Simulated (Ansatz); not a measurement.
# CH₄ClFGaN: basis-set convergence

The task here is to estimate one member of a computed series from the others.

Computed with Ansatz 0.2.0, Gaussian basis. Level: one geometry, several basis sets.

Plan: PBE0-D4/def2-SVP; ωB97M-V/def2-SVP; PBE0-D4/def2-QZVPP; ωB97M-V/def2-QZVPP; the functionals' def2-TZVPP values are taken from earlier runs.

### The relaxed structure

An earlier PBE0-D4 in a triple-zeta def2 set relaxation fixed the geometry.

SMILES `C[NH][Ga]([F])[Cl]`, 9 atoms, charge 0, spin multiplicity 1.

Atoms are counted from 1 here; the program's logs count them from 0.

Bond lengths: C1–N2 1.447 Å, C1–H6 1.095 Å, C1–H7 1.096 Å, C1–H8 1.091 Å, N2–Ga3 1.789 Å, N2–H9 1.006 Å, Ga3–F4 1.746 Å, Ga3–Cl5 2.118 Å. Angles: N2–C1–H6 111.9°, N2–C1–H7 111.9°, N2–C1–H8 109.9°, H6–C1–H7 108.1°, H6–C1–H8 107.4°, H7–C1–H8 107.4°, C1–N2–Ga3 126.2°, C1–N2–H9 114.8°, Ga3–N2–H9 119.0°, N2–Ga3–F4 118.2°, N2–Ga3–Cl5 124.5°, F4–Ga3–Cl5 117.3°.

The first run:

in.yaml

```yaml
crystal:
  periodic: [false, false, false]
  atoms:
    - {symbol: C, position_ang: [-0.510169, -1.085387, 0.600663]}
    - {symbol: N, position_ang: [0.095193, 0.228104, 0.541743]}
    - {symbol: Ga, position_ang: [0.533369, 1.123515, -0.944072]}
    - {symbol: F, position_ang: [0.215211, 0.370040, -2.486289]}
    - {symbol: Cl, position_ang: [1.419154, 3.046984, -0.967100]}
    - {symbol: H, position_ang: [-1.485139, -1.063114, 1.099711]}
    - {symbol: H, position_ang: [0.126280, -1.804658, 1.127662]}
    - {symbol: H, position_ang: [-0.668353, -1.467119, -0.409157]}
    - {symbol: H, position_ang: [0.274453, 0.651635, 1.436850]}
basis:
  gaussian: {orbitals: def2-SVP}
hamiltonian: {xc: pbe0, dispersion: d4}
output: {orbitals: {seedname: orbitals}}
```

Run with:

```
> ansatz run in.yaml --threads 4 --pin off --events-out ev --progress --plain --max-ram 10444MiB
```

Steps of the session up to this table: PBE0-D4 in def2-SVP; ωB97M-V in def2-SVP; PBE0-D4 in def2-QZVPP; ωB97M-V in def2-QZVPP.

One table of the session follows, with a row left open; its other results are not shown here.

It belongs to the step «Density functionals: the series». 

| functional | basis | HOMO (eV) |
| --- | --- | --- |
| PBE0-D4 | def2-SVP | -7.24 |
| PBE0-D4 | def2-TZVPP | -7.37 |
| PBE0-D4 | def2-QZVPP | -7.42 |
| ωB97M-V | def2-SVP | ? |
| ωB97M-V | def2-TZVPP | -9.70 |
| ωB97M-V | def2-QZVPP | -9.75 |

Q: Estimate the row for ωB97M-V, def2-SVP from the others.

**Answer.** HOMO (eV): -9.54. In the column «HOMO (eV)» it lies between ωB97M-V, def2-TZVPP (-9.70) and PBE0-D4, def2-QZVPP (-7.42).
